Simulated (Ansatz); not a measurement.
# C6H19HfN3Se: one species, many methods

An exercise on one series of results from a longer session: the logs are not shown, and one member is left open.

Method: functionals in def2-TZVPP, the program's frozen cores in correlated methods; program: Ansatz 0.2.0, Gaussian basis.

Levels to be run: LDA (SPW92), PBE-D4, revPBE-D4, BLYP-D4, r2SCAN-D4, B97M-V, PBE0-D4, B3LYP-D4, r2SCANh-D4, r2SCAN0-D4, HSE06-D4, BHLYP-D4, CAM-B3LYP-D4, LC-ωPBE, ωB97X-V, ωB97M-V, B2PLYP, PBE-QIDH; CCSD(T)/def2-SVP; CCSD(T)/def2-TZVPP; MP2/def2-QZVPP; extrapolation to the limit; RPA on PBE.

**Structure used throughout**

An earlier PBE0-D4 in a triple-zeta def2 set relaxation fixed the geometry. Hf takes the def2 core potential; no spin-orbit term is included.

30 atoms, charge 0, spin multiplicity 1.

Atoms are counted from 1 here; the program's logs count them from 0.

Bond lengths: C1–N2 1.443 Å, C1–H12 1.100 Å, C1–H13 1.092 Å, C1–H14 1.100 Å, N2–C3 1.448 Å, N2–Hf4 2.039 Å, C3–H15 1.099 Å, C3–H16 1.100 Å, C3–H17 1.096 Å, Hf4–Se5 2.637 Å, Hf4–N6 2.032 Å, Hf4–N9 2.038 Å, Se5–H18 1.472 Å, N6–C7 1.449 Å, N6–C8 1.443 Å, C7–H19 1.100 Å, C7–H20 1.099 Å, C7–H21 1.097 Å and more. Angles: N2–C1–H12 111.5°, N2–C1–H13 110.8°, N2–C1–H14 111.7°, H12–C1–H13 107.6°, H12–C1–H14 107.1°, H13–C1–H14 108.0°, C1–N2–C3 111.8°, C1–N2–Hf4 129.2°, C3–N2–Hf4 118.9°, N2–C3–H15 111.7°, N2–C3–H16 111.6°, N2–C3–H17 111.1°, H15–C3–H16 107.7°, H15–C3–H17 106.8°, H16–C3–H17 107.7°, N2–Hf4–Se5 110.9°, N2–Hf4–N6 109.2°, N2–Hf4–N9 108.3° and more.

The first run:

File in.yaml:

```yaml
crystal:
  periodic: [false, false, false]
  atoms:
    - {symbol: C, position_ang: [1.968126, 1.427717, 1.493828]}
    - {symbol: N, position_ang: [0.587574, 1.440973, 1.074348]}
    - {symbol: C, position_ang: [-0.191012, 2.410777, 1.815983]}
    - {symbol: Hf, position_ang: [-0.322397, 0.366779, -0.400182]}
    - {symbol: Se, position_ang: [-1.607304, 1.957174, -2.065773]}
    - {symbol: N, position_ang: [-1.753067, -0.818489, 0.422087]}
    - {symbol: C, position_ang: [-2.455733, -1.729145, -0.458993]}
    - {symbol: C, position_ang: [-2.219453, -0.913398, 1.784092]}
    - {symbol: N, position_ang: [1.096024, -0.747655, -1.348722]}
    - {symbol: C, position_ang: [1.188579, -2.172390, -1.550068]}
    - {symbol: C, position_ang: [2.170736, -0.035964, -2.006699]}
    - {symbol: H, position_ang: [2.062551, 1.170428, 2.558949]}
    - {symbol: H, position_ang: [2.538719, 0.690542, 0.924255]}
    - {symbol: H, position_ang: [2.444741, 2.409485, 1.354198]}
    - {symbol: H, position_ang: [0.204891, 3.428788, 1.693017]}
    - {symbol: H, position_ang: [-0.202412, 2.183774, 2.892162]}
    - {symbol: H, position_ang: [-1.230694, 2.430206, 1.469281]}
    - {symbol: H, position_ang: [-0.342921, 2.454790, -2.631096]}
    - {symbol: H, position_ang: [-2.307073, -2.777874, -0.163735]}
    - {symbol: H, position_ang: [-3.536483, -1.532278, -0.465260]}
    - {symbol: H, position_ang: [-2.106798, -1.624453, -1.494251]}
    - {symbol: H, position_ang: [-3.291171, -0.680196, 1.860545]}
    - {symbol: H, position_ang: [-1.675070, -0.218615, 2.427301]}
    - {symbol: H, position_ang: [-2.076153, -1.925706, 2.188835]}
    - {symbol: H, position_ang: [1.144224, -2.436605, -2.616875]}
    - {symbol: H, position_ang: [0.371357, -2.689297, -1.041522]}
    - {symbol: H, position_ang: [2.132488, -2.574309, -1.153819]}
    - {symbol: H, position_ang: [2.164414, -0.197223, -3.093836]}
    - {symbol: H, position_ang: [2.087600, 1.046527, -1.841199]}
    - {symbol: H, position_ang: [3.155736, -0.344383, -1.626862]}
basis:
  gaussian: {orbitals: def2-TZVPP}
hamiltonian: {xc: lda}
output: {orbitals: {seedname: orbitals}}
```

Command:

```bash
$ ansatz run in.yaml --threads 11 --pin off --events-out ev --progress --plain --max-ram 174080MiB --backend cuda --devices 0, --max-vram 75GiB
```

Steps of the session up to this table: LDA; PBE-D4 (GGA); revPBE-D4 (GGA); BLYP-D4 (GGA); r2SCAN-D4 (meta-GGA); B97M-V (meta-GGA); PBE0-D4 (hybrid); B3LYP-D4 (hybrid); r2SCANh-D4 (hybrid); r2SCAN0-D4 (hybrid); HSE06-D4 (hybrid); BHLYP-D4 (hybrid); CAM-B3LYP-D4 (range-separated); LC-ωPBE (range-separated); ωB97X-V (range-separated); ωB97M-V (range-separated); B2PLYP (double hybrid); PBE-QIDH (double hybrid).

One table of the session follows, with a row left open; its other results are not shown here.

It belongs to the step «Orbital energies across the functionals». 

| functional | HOMO (eV) | gap (eV) |
| --- | --- | --- |
| LDA (SPW92) | -5.09 | 3.93 |
| PBE-D4 | -4.96 | 4.00 |
| revPBE-D4 | -4.90 | 4.04 |
| BLYP-D4 | ? | ? |
| r2SCAN-D4 | -5.20 | 4.47 |
| B97M-V | -5.32 | 4.51 |
| PBE0-D4 | -6.12 | 6.01 |
| B3LYP-D4 | -5.90 | 5.58 |
| r2SCANh-D4 | -5.64 | 5.21 |
| r2SCAN0-D4 | -6.30 | 6.32 |
| HSE06-D4 | -5.73 | 5.25 |
| BHLYP-D4 | -7.16 | 7.89 |
| CAM-B3LYP-D4 | -7.39 | 8.27 |
| LC-ωPBE | -8.72 | 10.76 |
| ωB97X-V | -8.40 | 10.19 |
| ωB97M-V | -8.29 | 9.68 |

Estimate the missing values for BLYP-D4.

Worked estimate for «HOMO (eV)». Against the share of exact exchange, B3LYP-D4 (0.2, -5.90), BHLYP-D4 (0.5, -7.16) give a slope of -4.20 per unit share; at 0 the line stands at -5.06.

**Answer.** HOMO (eV): -4.82; gap (eV): 3.99. In «HOMO (eV)» the line misses by -0.24.
